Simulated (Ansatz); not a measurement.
Crystal: Cd2S.

```
Cd S
1.0
     3.96267    0.00000    0.00000
    -1.98134    3.43177    0.00000
     0.00000    0.00000    5.80919
Cd S
2 1
Direct
  0.33333 0.66667 0.93272
  0.66667 0.33333 0.57873
  0.33333 0.66667 0.36571
```

The cell comes from a database or a generator and needn't be the stable form of this composition.

Base run:

| Quantity | Value |
| --- | --- |
| Program | Ansatz 0.2.0 |
| Functional | r2SCAN0 form with a typed share of exact exchange |
| Potentials or basis | Ansatz PAW |
| Cutoff | 500 eV (not typed: the program's choice for these potentials) |
| k mesh | 5 × 5 × 3 |
| Occupations | fermi-dirac, width 0.05 eV |
| Spin | no spin polarisation |

Its results: band gap on the k mesh 1.63 eV, indirect (least direct gap 1.82 eV); pressure -2.2 GPa; largest force 0.125 eV/Å.

**Question.** The run is repeated on the same cell with these changes: functional from r2SCAN0 form with a typed share of exact exchange to r2SCAN0; share of exact exchange from 0.15 to 0.25. What comes out?

**Answer.** Band gap on the k mesh 1.91 eV, indirect (least direct gap 2.02 eV); pressure -2.4 GPa; largest force 0.199 eV/Å.

Caveats: odd divisions of the mesh miss points on the zone boundary, where band edges often lie, so the gap on the mesh can be too wide; the PAW data sets come from PBE, with cores solved anew for the run's functional, which leaves a small shift of forces and pressure; the thresholds are loose for stress.

A k mesh can miss the band edges.
